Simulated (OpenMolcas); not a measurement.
# Ru⁵⁺ among point charges: CASSCF and CASPT2 levels and susceptibility

Aim: the splitting of the states of Ru⁵⁺ in the field of 4 point charges, its lowest levels with spin-orbit coupling and its magnetic susceptibility.

Program: OpenMolcas 26.06. Level of theory: state-averaged CASSCF and CASPT2, spin-orbit coupling by RASSI with atomic mean-field integrals. These are calculated values, not measurements, unless marked.

### Step 1. The system

* Species: Ru⁵⁺ (ruthenium, Z = 44, 39 electrons)
* Basis: ANO-RCC-VDZP [6s5p3d1f], 43 functions
* Scalar Hamiltonian: DKH2, point nucleus
* Inactive shells: 1s 2s 2p 3s 3p 3d 4s 4p
* Active space: 3 electrons in 5 orbitals (4d)
* Some configurations of this space: 4d3
* Orbitals: optimised for each spin and parity, averaged over all roots

Outer shells as boxes (Hund's rule):

4d3
```
4d [↑ ][↑ ][↑ ][  ][  ]
```

The ion sits among 4 point charges of -1 e arranged as a tetrahedron (Td), 2.09 Å from the ion.

The work runs as a chain of OpenMolcas steps in one folder; each step below is one input file. Labels, J, g values, rates, χT and fits are worked out afterwards by a script from the matrices that RASSI stores.

### Step 2. GATEWAY and SEWARD: basis and integrals

Contents of a.inp:

```
&GATEWAY
Coord
1

Ru 0.0 0.0 0.0
Basis=ANO-RCC-VDZP
Group=NoSym
NoMove
AngMom=0.0 0.0 0.0
AMFI
XField
4 Angstrom 0
1.206662 1.206662 1.206662 -1.000000
1.206662 -1.206662 -1.206662 -1.000000
-1.206662 1.206662 -1.206662 -1.000000
-1.206662 -1.206662 1.206662 -1.000000
&SEWARD
```

Started as:

```bash
$ OMP_NUM_THREADS=1 MOLCAS_MEM=1689 MOLCAS_PROJECT=a pymolcas a.inp > a.log
```

### Step 3. CASSCF: quartets, 10 roots

Contents of a.inp:

```
&RASSCF
FileOrb=start.orb
Symmetry=1
Spin=4
nActEl=3 0 0
Inactive=18
Ras2=5
CIRoot=10 10 1
SDav=10
CIMx=300
Iter=120 100
PrWF=0.3
OrbListing=Nothing
MaxOrb=0
>>> COPY $Project.JobIph JOB001
```

start.orb holds the contracted functions of the basis, ordered by shell, or the orbitals of the step before.

### Step 4. Reference wave functions, doublets, 40 roots

Contents of a.inp:

```
&RASSCF
FileOrb=start.orb
Symmetry=1
Spin=2
nActEl=3 0 0
Inactive=18
Ras2=5
CIRoot=40 40 1
SDav=40
CIMx=300
Iter=120 100
PrWF=0.3
OrbListing=Nothing
MaxOrb=0
>>> COPY $Project.JobIph JOB002
```

### Step 5. RASSI: spin-orbit coupling between the states

Contents of a.inp:

```
&RASSI
NrOfJobIphs=2 10 40
1 2 3 4 5 6 7 8 9 10
1 2 3 4 5 6 7 8 9 10 11 12 13 14 15 16 17 18 19 20 21 22 23 24 25 26 27
28 29 30 31 32 33 34 35 36 37 38 39 40
IphNames
JOB001
JOB002
EJob
SpinOrbit
DIPRint=1.0
SOCoupling=1000.0
Subsets=2
Property=9
'ANGMOM' 1 'ANGMOM' 2 'ANGMOM' 3 'MLTPL  1' 1 'MLTPL  1' 2 'MLTPL  1' 3
'AMFI' 1 'AMFI' 2 'AMFI' 3
SOProperty=3
'ANGMOM' 1 'ANGMOM' 2 'ANGMOM' 3
```

### Step 6. CASPT2: IPEA 0.25, imaginary shift 0.1 (closed shells correlated: 4s 4p)

Contents of a.inp:

```
>>> COPY JOB001 $Project.JobIph
&CASPT2
Multistate=10 1 2 3 4 5 6 7 8 9 10
NoMult
Frozen=14
IPEA=0.25
Imaginary=0.1
MaxIter=60
WThr=0.0 0.3 0.05
PrWF=0.5
NoMix
>>> COPY JOB002 $Project.JobIph
&CASPT2
Multistate=40 1 2 3 4 5 6 7 8 9 10 11 12 13 14 15 16 17 18 19 20 21 22
23 24 25 26 27 28 29 30 31 32 33 34 35 36 37 38 39 40
NoMult
Frozen=14
IPEA=0.25
Imaginary=0.1
MaxIter=60
WThr=0.0 0.3 0.05
PrWF=0.5
NoMix
```

(Steps that only read results are left out.)

Before running it: what results should come out? Wanted: spin-free ground state; first state of the same spin within the active space; lowest level; next level.

The runs gave:

| quantity | value |
| --- | --- |
| method | SS-CASPT2, IPEA 0.25, imaginary shift 0.1 (closed shells correlated: 4s 4p) |
| spin-free ground state | 4T1, 3-fold in its orbital part |
| first state of the same spin within the active space | 4T2 at 830 cm⁻¹ |
| lowest level | 4-fold Γ8 |
| next level | 1200.7 cm⁻¹ |
| χT at 300 K | 0.18 cm³ K/mol |
| effective moment at 300 K | 1.19 μB |

Cost by method:

```csv
method,time of its own steps,time with the reference
A. CASSCF,9 s,9 s
"B. SS-CASPT2, IPEA 0.25, imaginary shift 0.1, +4s 4p",3.6 s,13 s
```

Times are of one thread on a shared host.

**Reading.** The spin-free ground state (4T1) comes to 100 % from free-ion F terms and keeps the highest spin of the shell. χT at 300 K is 0.18, against 1.88 cm³ K/mol for the spin alone, so spin-orbit coupling lowers it. A ligand-field fit to the states below 45000 cm-1 gives 10Dq = -1094 cm-1, B = 864 cm-1 and C = 3777 cm-1 (C/B = 4.37), with a deviation of 481 cm-1. CASPT2 does not keep the components of a term degenerate, and the means are used. The field of point charges can differ much from that of real complexes. This is an electrostatic model: the charges have no orbitals.
